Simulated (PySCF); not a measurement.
**PBE0/ANO-RCC-MB (sfX2C) run of C4H4Al− (SMILES C#[C][AlH2-][C]#C)**

What is the vertical ionisation energy of C4H4Al− at PBE0/ANO-RCC-MB (sfX2C)? 

The calculation is run with PySCF 2.14.0.

### 1 Starting point

C4H4Al−: 9 atoms, total charge -1, spin state singlet. SMILES: `C#[C][AlH2-][C]#C`. Geometry: a GFN2-xTB relaxation, a rough one for these elements and not checked as a minimum.

Bond lengths: C1–C2 1.211 Å, C2–Al3 2.010 Å, Al3–C4 2.010 Å, C4–C5 1.211 Å, C1–H6 1.061 Å, Al3–H7 1.616 Å, Al3–H8 1.617 Å, C5–H9 1.061 Å. Angles: C1–C2–Al3 179.6°, C2–Al3–C4 109.0°, Al3–C4–C5 179.2°, C2–C1–H6 179.8°, C2–Al3–H7 109.8°, C2–Al3–H8 109.8°, C4–Al3–H7 109.7°, C4–Al3–H8 109.6°, C4–C5–H9 179.8°, H7–Al3–H8 108.8°.

### 2 A single-point energy at PBE0/ANO-RCC-MB (sfX2C)

mol.xyz

```xyz
9
C4H4Al
C      2.315700    -0.126510     1.495530
C      1.529280    -0.208520     0.577820
Al     0.213810    -0.336960    -0.936580
C     -1.580070     0.311780    -0.303310
C     -2.668420     0.690800     0.070020
H      3.002730    -0.051650     2.301140
H      0.715230     0.569300    -2.177270
H      0.091940    -1.872170    -1.428600
H     -3.620210     1.023930     0.401240
```

run.py

```python
from pyscf import gto, dft

molecule = gto.M(
    atom='mol.xyz',
    charge=-1,
    basis='ano-rcc-mb',
    verbose=4,
    max_memory=1860,
)

mf = dft.RKS(molecule, xc='pbe0')
mf = mf.sfx2c1e()
mf.conv_tol = 1e-10
mf.grids.level = 4
mf.kernel()
if not mf.converged:
    mf = mf.newton().run(mf.mo_coeff, mf.mo_occ)

e_final = mf.e_tot
print('E = %.10f Eh' % e_final)
```

Command:

```sh
$ OMP_NUM_THREADS=1 python run.py
```

Standard output:

```text
PySCF version 2.14.0

[INPUT] num. atoms = 9
[INPUT] num. electrons = 42
[INPUT] charge = -1
[INPUT] spin (= nelec alpha-beta = 2S) = 0
[INPUT] symmetry False subgroup None
[INPUT] Mole.unit = angstrom
[INPUT] Symbol           X                Y                Z      unit          X                Y                Z       unit  Magmom
[INPUT]  1 C      2.315700000000  -0.126510000000   1.495530000000 AA    4.376038786655  -0.239069252019   2.826142111071 Bohr   0.0
[INPUT]  2 C      1.529280000000  -0.208520000000   0.577820000000 AA    2.889920367775  -0.394045691494   1.091921549296 Bohr   0.0
[INPUT]  3 Al     0.213810000000  -0.336960000000  -0.936580000000 AA    0.404042342693  -0.636762114933  -1.769879693745 Bohr   0.0
[INPUT]  4 C     -1.580070000000   0.311780000000  -0.303310000000 AA   -2.985899557642   0.589178811117  -0.573172830842 Bohr   0.0
[INPUT]  5 C     -2.668420000000   0.690800000000   0.070020000000 AA   -5.042582985312   1.305422806850   0.132318623242 Bohr   0.0
[INPUT]  6 H      3.002730000000  -0.051650000000   2.301140000000 AA    5.674337326015  -0.097604354334   4.348524374282 Bohr   0.0
[INPUT]  7 H      0.715230000000   0.569300000000  -2.177270000000 AA    1.351588816073   1.075821082715  -4.114443999232 Bohr   0.0
[INPUT]  8 H      0.091940000000  -1.872170000000  -1.428600000000 AA    0.173741419893  -3.537888558627  -2.699662741554 Bohr   0.0
[INPUT]  9 H     -3.620210000000   1.023930000000   0.401240000000 AA   -6.841205413412   1.934947270726   0.758233710220 Bohr   0.0

nuclear repulsion = 147.247790462763
number of shells = 14
number of NR pGTOs = 249
number of NR cGTOs = 33
basis = ano-rcc-mb
ecp = {}

******** <class 'pyscf.x2c.sfx2c1e.sfX2C1eRKS'> ********
method = sfX2C1eRKS
initial guess = minao
damping factor = 0
level_shift factor = 0
DIIS = <class 'pyscf.scf.diis.CDIIS'>
diis_start_cycle = 1
diis_space = 8
diis_damp = 0
SCF conv_tol = 1e-10
SCF conv_tol_grad = None
SCF max_cycles = 50
direct_scf = True
direct_scf_tol = 1e-13
XC library pyscf.dft.libxc version 7.0.0
    S. Lehtola, C. Steigemann, M. J.T. Oliveira, and M. A.L. Marques.,  SoftwareX 7, 1–5 (2018)
XC functionals = pbe0
radial grids:
    Treutler-Ahlrichs [JCP 102, 346 (1995); DOI:10.1063/1.469408] (M4) radial grids

becke partition: Becke, JCP 88, 2547 (1988); DOI:10.1063/1.454033
pruning grids: <function nwchem_prune>
grids dens level: 4
symmetrized grids: False
atomic radii adjust function: <function treutler_atomic_radii_adjust>
small_rho_cutoff = 0

******** <class 'pyscf.x2c.sfx2c1e.SpinFreeX2CHelper'> ********
approx = 1e
xuncontract = 1
Set gradient conv threshold to 1e-05
Initial guess from minao.
tot grids = 205960
init E= -397.553334451229
  HOMO = -0.299702038239014  LUMO = -0.0216517618164132  gap/eV = 7.56613
cycle= 1 E= -397.198610514297  delta_E= 0.355  |g|= 0.312  |ddm|= 4.27
  HOMO = -0.09438264009707  LUMO = 0.245708878821576  gap/eV = 9.25436
cycle= 2 E= -397.132752185753  delta_E= 0.0659  |g|= 0.597  |ddm|= 1.07
  HOMO = -0.110162687641765  LUMO = 0.222068201123816  gap/eV = 9.04046
cycle= 3 E= -397.235796626103  delta_E= -0.103  |g|= 0.0601  |ddm|= 0.681
  HOMO = -0.118035628357508  LUMO = 0.210946241033606  gap/eV = 8.95205
cycle= 4 E= -397.236960398837  delta_E= -0.00116  |g|= 0.00577  |ddm|= 0.0926
  HOMO = -0.119029658798017  LUMO = 0.212310051974452  gap/eV = 9.01621
cycle= 5 E= -397.236973413392  delta_E= -1.3e-05  |g|= 0.000787  |ddm|= 0.0135
  HOMO = -0.11871461779578  LUMO = 0.212117264920002  gap/eV = 9.00239
cycle= 6 E= -397.236973819539  delta_E= -4.06e-07  |g|= 0.000166  |ddm|= 0.00255
  HOMO = -0.118720634998753  LUMO = 0.212132846743902  gap/eV = 9.00298
cycle= 7 E= -397.236973827007  delta_E= -7.47e-09  |g|= 0.000105  |ddm|= 0.000323
  HOMO = -0.118721626632752  LUMO = 0.212133250797388  gap/eV = 9.00302
cycle= 8 E= -397.236973829783  delta_E= -2.78e-09  |g|= 3.44e-05  |ddm|= 0.000121
  HOMO = -0.118722692928042  LUMO = 0.212132832037841  gap/eV = 9.00304
cycle= 9 E= -397.236973830114  delta_E= -3.31e-10  |g|= 1.31e-06  |ddm|= 3.64e-05
  HOMO = -0.118722741962995  LUMO = 0.21213283013433  gap/eV = 9.00304
cycle= 10 E= -397.236973830115  delta_E= -4.55e-13  |g|= 4.85e-08  |ddm|= 1.54e-06
  HOMO = -0.118722742342074  LUMO = 0.212132830390155  gap/eV = 9.00304
Extra cycle  E= -397.236973830115  delta_E= -4.55e-13  |g|= 7.75e-08  |ddm|= 1.71e-07
converged SCF energy = -397.236973830115
E = -397.2369738301 Eh
```

Wall time 11 s (1 thread of Intel Xeon Platinum 8559C (Emerald Rapids), shared host); peak memory 0.27 GiB.

### 3 Doublet neutral C4H4Al, same level

job.py

```python
from pyscf import gto, dft

mol = gto.M(
    atom='''
C      2.315700    -0.126510     1.495530
C      1.529280    -0.208520     0.577820
Al     0.213810    -0.336960    -0.936580
C     -1.580070     0.311780    -0.303310
C     -2.668420     0.690800     0.070020
H      3.002730    -0.051650     2.301140
H      0.715230     0.569300    -2.177270
H      0.091940    -1.872170    -1.428600
H     -3.620210     1.023930     0.401240
''',
    max_memory=1860,
    charge=0,
    spin=1,
    basis='ano-rcc-mb',
    verbose=3,
)

ks = dft.UKS(mol)
ks.xc = 'pbe0'
ks = ks.sfx2c1e()
ks.grids.level = 4
ks.conv_tol = 1e-10
ks.kernel()
if not ks.converged:
    ks = ks.newton().run(ks.mo_coeff, ks.mo_occ)

energy = ks.e_tot
print('E(%s) = %.9f' % ('PBE0', energy))
```

Command:

```sh
$ OMP_NUM_THREADS=1 python job.py
```

Standard output:

```text
converged SCF energy = -397.037093729939  <S^2> = 0.76433808  2S+1 = 2.0142871
E(PBE0) = -397.037093730
```

It took 18 s on 1 thread of Intel Xeon Platinum 8559C (Emerald Rapids), shared host; peak memory 0.27 GiB.

### 4 What came out

At PBE0/ANO-RCC-MB (sfX2C):

```
                                                              quantity          value
                                         singlet C4H4Al−: total energy  -397.23697 Eh
                                          singlet C4H4Al−: HOMO energy       -3.23 eV
                                          singlet C4H4Al−: LUMO energy        5.77 eV
singlet C4H4Al−: HOMO–LUMO gap (to an unbound level, set by the basis)        9.00 eV
                                  doublet neutral C4H4Al: total energy  -397.03709 Eh
                                 doublet neutral C4H4Al: dipole moment         0.19 D
            doublet neutral C4H4Al: HOMO energy (highest over α and β)       -9.26 eV
             doublet neutral C4H4Al: LUMO energy (lowest over α and β)       -7.58 eV
                                          doublet neutral C4H4Al: ⟨S²⟩          0.764
                   vertical detachment energy (to the doublet neutral)       5.439 eV
```

What this shows: The vertical ionisation energy comes to 5.44 eV (125 kcal/mol). The negative HOMO energy of the first species, 3.23 eV, lies 2.21 eV below that difference. In a minimal basis such a difference can be off by several eV, whatever the method. Mulliken charges (singlet C4H4Al−) run from -0.36 on C5 to +0.34 on Al3. Mulliken charges (doublet neutral C4H4Al) run from -0.28 on C2 to +0.62 on Al3.
